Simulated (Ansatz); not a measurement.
# Nb3Cl8: relaxation and properties

This session takes Nb3Cl8 and sets out to find the equilibrium cell and compute bands, density of states and charges.

Program: Ansatz 0.2.0. Level of theory: DFT LDA, scalar-relativistic, plane waves, PAW. These are calculated values, not measurements.

### Step 1. Starting point

The structure is trigonal, space group P-3m1 (No. 164). Conventional cell: a = 6.801 Å, b = 6.801 Å, c = 12.768 Å, α = 90.00°, β = 90.00°, γ = 120.00°. Nb (site symmetry m) has 6 Cl at 2.45 to 2.67 Å and 2 Nb at 2.81 Å in its first shell of neighbours. Cl (site symmetry 3m) is surrounded by 3 Nb at 2.46 Å. Cl (site symmetry 3m) has 3 Nb at 2.67 Å in its first shell of neighbours. Cl (site symmetry m) has 2 Nb at 2.55 Å in its first shell of neighbours. Cl (site symmetry m) has 2 Nb at 2.45 Å in its first shell of neighbours.

As a file:

```xyz
22
Lattice="6.8013 0.0000 0.0000 -3.4006 5.8901 0.0000 0.0000 0.0000 12.7679" Properties=species:S:1:pos:R:3 pbc="T T T"
Nb    3.4006    0.3404    3.1379
Nb    4.8062    2.7749    3.1379
Nb    1.9951    2.7749    3.1379
Nb    0.0000    5.5497    9.6301
Nb    1.4056    3.1152    9.6301
Nb   -1.4056    3.1152    9.6301
Cl    3.4006    1.9634    1.2868
Cl    0.0000    3.9267   11.4812
Cl    0.0000    3.9267    4.4884
Cl    3.4006    1.9634    8.2795
Cl    1.7169    4.9180    1.7835
Cl   -1.7169    4.9180    1.7835
Cl    0.0000    1.9443    1.7835
Cl    5.1175    0.9721   10.9845
Cl    1.6838    0.9721   10.9845
Cl    3.4006    3.9458   10.9845
Cl    1.7185    0.9922    4.7911
Cl    5.0828    0.9922    4.7911
Cl    3.4006    3.9057    4.7911
Cl   -1.6822    4.8979    7.9769
Cl    1.6822    4.8979    7.9769
Cl    0.0000    1.9844    7.9769
```

Source of the structure: the Materials Project (structure only).

(A quick probe on a coarse mesh, which set the mesh and smearing, is not shown.)

### Step 3. Rough relaxation on the coarse mesh

The input, input.yaml:

```yaml
crystal:
  lattice:
    - [6.8012990154, 0.0, 0.0]
    - [-3.4006495077, 5.8900977261, 0.0]
    - [0.0, 0.0, 12.7679296384]
  atoms:
    - { symbol: Nb, position: [0.52889381, 0.05778762, 0.2457612] }
    - { symbol: Nb, position: [0.94221238, 0.47110619, 0.2457612] }
    - { symbol: Nb, position: [0.52889381, 0.47110619, 0.2457612] }
    - { symbol: Nb, position: [0.47110619, 0.94221238, 0.7542388] }
    - { symbol: Nb, position: [0.47110619, 0.52889381, 0.7542388] }
    - { symbol: Nb, position: [0.05778762, 0.52889381, 0.7542388] }
    - { symbol: Cl, position: [0.66666667, 0.33333333, 0.10078157] }
    - { symbol: Cl, position: [0.33333333, 0.66666667, 0.89921843] }
    - { symbol: Cl, position: [0.33333333, 0.66666667, 0.35153654] }
    - { symbol: Cl, position: [0.66666667, 0.33333333, 0.64846346] }
    - { symbol: Cl, position: [0.66990993, 0.83495497, 0.13968306] }
    - { symbol: Cl, position: [0.16504503, 0.83495497, 0.13968306] }
    - { symbol: Cl, position: [0.16504503, 0.33009007, 0.13968306] }
    - { symbol: Cl, position: [0.83495497, 0.16504503, 0.86031694] }
    - { symbol: Cl, position: [0.33009007, 0.16504503, 0.86031694] }
    - { symbol: Cl, position: [0.83495497, 0.66990993, 0.86031694] }
    - { symbol: Cl, position: [0.33689606, 0.16844803, 0.37524184] }
    - { symbol: Cl, position: [0.83155197, 0.16844803, 0.37524184] }
    - { symbol: Cl, position: [0.83155197, 0.66310394, 0.37524184] }
    - { symbol: Cl, position: [0.16844803, 0.83155197, 0.62475816] }
    - { symbol: Cl, position: [0.66310394, 0.83155197, 0.62475816] }
    - { symbol: Cl, position: [0.16844803, 0.33689606, 0.62475816] }
basis:
  ecutwfc: 420
kpoints:
  mp_grid: { grid: [3, 3, 2] }
hamiltonian:
  xc: lda
scf:
  occupations: { method: gaussian, width: 0.1 }
output:
  forces: true
  stress: true
  eigenvalues: true
relax:
  adjacent_minimum: "off"
  f_tol: 0.05
  max_steps: 80
  cell: { stress_tol: 0.5 }
```

Launch:

```sh
$ ansatz run input.yaml --threads 8 --pin off --max-ram 22528MiB --backend cpu --events-out ev --progress --plain --runs-dir out
```

Further runs follow: full relaxation; electronic structure at the relaxed geometry.

Q: Predict the outcome of this session. Wanted: relaxed cell; volume; formation energy; gap; states at the Fermi level.

The runs gave:

```
                                                               quantity                                                                        value
                                                           relaxed cell  a = 6.622 Å, b = 6.622 Å, c = 11.922 Å, α = 90.00°, β = 90.00°, γ = 120.00°
                                                   space group (0.01 Å)                                                              P-3m1 (No. 164)
                                                                 volume                                                                20.58 Å³/atom
formation energy (elements from runs with the same settings, not shown)                                                                -1.59 eV/atom
                                                                    gap                                                                 none (metal)
                                              states at the Fermi level                                                        25.11 per eV per cell
```

**Reading.** The relaxed volume is 11.5 % smaller than at the start. The shape changed too: the edges of the input's cell moved by -2.6, -2.6, -6.6 %. There is no gap at this level. Of the projected weight within 0.25 eV of the Fermi level, the largest part is Nb 4d (71 %). Layers here are held mostly by dispersion, which this level lacks, so their spacing and the stiffness across them are unreliable there.
